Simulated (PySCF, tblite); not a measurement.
# C₄H₁₂AlNSi₂: geometry, infrared bands and NMR shifts

Wanted: the infrared bands and NMR shifts of C₄H₁₂AlNSi₂ (`C#[C][AlH][N]([SiH3])[C@H](C)[SiH3]`), by calculation.

Programs: tblite 0.8.0 and PySCF 2.14.0, with density-fitted response routines of our own. Each step states its level of theory. These are calculated values for one molecule in the gas phase, unless marked as measured. Atoms count from 0, in the outputs and in this text.

## 1. The starting structure

20 atoms, charge 0, multiplicity 1; geometry from: force field or distance geometry start.

Bonds of the start (Å): C0–C1 1.22, C1–Al2 1.92, Al2–N3 1.94, N3–Si4 1.80, N3–C5 1.49, C5–C6 1.54, C5–Si7 1.87, C0–H8 1.06, Al2–H9 1.60, Si4–H10 1.48, Si4–H11 1.47, Si4–H12 1.47, C5–H13 1.11, C6–H14 1.10, C6–H15 1.11, C6–H16 1.11, Si7–H17 1.48, Si7–H18 1.47, Si7–H19 1.47.

## 2. Geometry optimisation with GFN2-xTB

Job settings and geometry (Å):

```
{"job": {"kind": "relax", "xc": "GFN2-xTB", "basis": "xTB"}, "charge": 0, "multiplicity": 1}
C      3.689100    -0.723800    -0.255200
C      2.665600    -0.320200    -0.788300
Al     1.048100     0.309600    -1.609200
N     -0.450500     0.903100    -0.522900
Si     0.100100     2.299500     0.479000
C     -1.170600    -0.111200     0.299700
C     -0.245100    -0.999500     1.151100
Si    -2.267500    -1.162300    -0.788000
H      4.572200    -1.072100     0.207700
H      0.935400     0.408900    -3.198100
H      0.515800     3.391500    -0.422500
H     -1.005400     2.777400     1.319700
H      1.234100     1.916400     1.329800
H     -1.866900     0.405100     0.987900
H      0.346900    -1.684700     0.524600
H      0.441100    -0.385800     1.779600
H     -0.857700    -1.613200     1.851900
H     -3.073900    -2.075900     0.048700
H     -1.450700    -1.959900    -1.708400
H     -3.165000    -0.292200    -1.557800
```

Started as:

```console
> OMP_NUM_THREADS=1 python probes_run.py task.json out
```

One launch serves the whole session: the jobs run in the order shown.

**Question.** This job is followed by: GFN2-xTB harmonic vibrations, gas phase; GIAO PBE0/pcSseg-1 NMR shielding, non-relativistic, gas phase. Predict these results of the whole session: strongest single infrared mode (GFN2-xTB); zero-point energy (GFN2-xTB); 13C shifts against TMS (PBE0/pcSseg-1); 1H shifts against TMS (PBE0/pcSseg-1, means over atoms taken as alike); 27Al shifts against AlH4- (PBE0/pcSseg-1); 15N shifts against NH3 (PBE0/pcSseg-1); 29Si shifts against TMS (PBE0/pcSseg-1); surface potential, 1st and 99th percentile.

**Answer**, as computed:

| quantity | value |
| --- | --- |
| strongest single infrared mode (GFN2-xTB) | 773 cm⁻¹, 506 km/mol |
| zero-point energy (GFN2-xTB) | 82.7 kcal/mol |
| 13C shifts against TMS (PBE0/pcSseg-1) | 104.5, 100.1, 44.4, 25.6 ppm |
| 1H shifts against TMS (PBE0/pcSseg-1, means over atoms taken as alike) | 4.72, 4.70, 4.14, 2.72, 1.90, 1.56 ppm |
| 27Al shifts against AlH4- (PBE0/pcSseg-1) | 95.0 ppm |
| 15N shifts against NH3 (PBE0/pcSseg-1) | 41.7 ppm |
| 29Si shifts against TMS (PBE0/pcSseg-1) | -54.6, -66.1 ppm |
| surface potential, 1st and 99th percentile | -0.88 V and 1.93 V |

What this shows: Relaxing lowered the energy by 0.554 eV in 183 steps; the close pair that moved most is Al2–N3, from 1.944 to 1.817 Å. All 54 modes are real, so the xTB geometry is a minimum. The strongest single mode, at 773 cm⁻¹, is carried by H17, H18, Si7, H19. Unscaled tight-binding wavenumbers are off by several per cent, some by more. Its intensities can rank the bands wrongly. At PBE0/pcSseg-1: Shielding is most anisotropic at C1 (span 297 ppm, paramagnetic term -168 ppm). At PBE0/pcSseg-1, counted by nearest atom on the grid, the HOMO lies on N3 58 %; H12 7 %, the LUMO on Al2 32 %; C0, C1 about 11 % each.
